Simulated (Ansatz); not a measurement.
# Ta: the cost of one run

Program: Ansatz 0.2.0. Level of theory: DFT PBEsol, scalar-relativistic, plane waves, PAW. These are calculated values, not measurements.

## 1. The system as given

Symmetry: Pm-3n, No. 223, cubic system. The conventional cell has a = 5.312 Å, b = 5.312 Å, c = 5.312 Å, α = 90.00°, β = 90.00°, γ = 90.00°. Ta (site symmetry m-3) has 12 Ta at 2.97 Å as nearest neighbours. Around Ta (site symmetry -4m2) lie 6 Ta at 2.66 to 2.97 Å.

Coordinates:

```
CELL_PARAMETERS angstrom
5.31183 0.00000 0.00000
0.00000 5.31183 0.00000
0.00000 0.00000 5.31183
ATOMIC_POSITIONS crystal
Ta 0.00000 0.00000 0.00000
Ta 0.50000 0.50000 0.50000
Ta 0.25000 0.00000 0.50000
Ta 0.75000 0.00000 0.50000
Ta 0.50000 0.75000 0.00000
Ta 0.50000 0.25000 0.00000
Ta 0.00000 0.50000 0.75000
Ta 0.00000 0.50000 0.25000
```

This cell was relaxed beforehand with the same method: volume 18.73 Å³/atom, gap on the mesh none (metal).

## 2. Relaxing with PBEsol

Input file input.yaml:

```yaml
crystal:
  lattice:
    - [5.3118330375, 0.0, 0.0]
    - [0.0, 5.3118330375, 0.0]
    - [0.0, 0.0, 5.3118330375]
  atoms:
    - { symbol: Ta, position: [0.0, 0.0, 0.0] }
    - { symbol: Ta, position: [0.5, 0.5, 0.5] }
    - { symbol: Ta, position: [0.25, 0.0, 0.5] }
    - { symbol: Ta, position: [0.75, 0.0, 0.5] }
    - { symbol: Ta, position: [0.5, 0.75, 0.0] }
    - { symbol: Ta, position: [0.5, 0.25, 0.0] }
    - { symbol: Ta, position: [0.0, 0.5, 0.75] }
    - { symbol: Ta, position: [0.0, 0.5, 0.25] }
basis:
  ecutwfc: 420
kpoints:
  mp_grid: { grid: [8, 8, 8] }
hamiltonian:
  xc: pbesol
scf:
  occupations: { method: gaussian, width: 0.1 }
output:
  forces: true
  stress: true
  eigenvalues: true
relax:
  adjacent_minimum: "off"
  f_tol: 0.005
  max_steps: 50
  cell: { stress_tol: 0.05 }
```

Command:

```console
> ansatz run input.yaml --threads 2 --pin off --max-ram 5120MiB --backend cpu --events-out ev --progress --plain --runs-dir out
```

Q: Estimate wall time and peak memory on 2 threads of Arm Neoverse V1, shared host.

About 52 s, with a peak of 0.57 GiB.
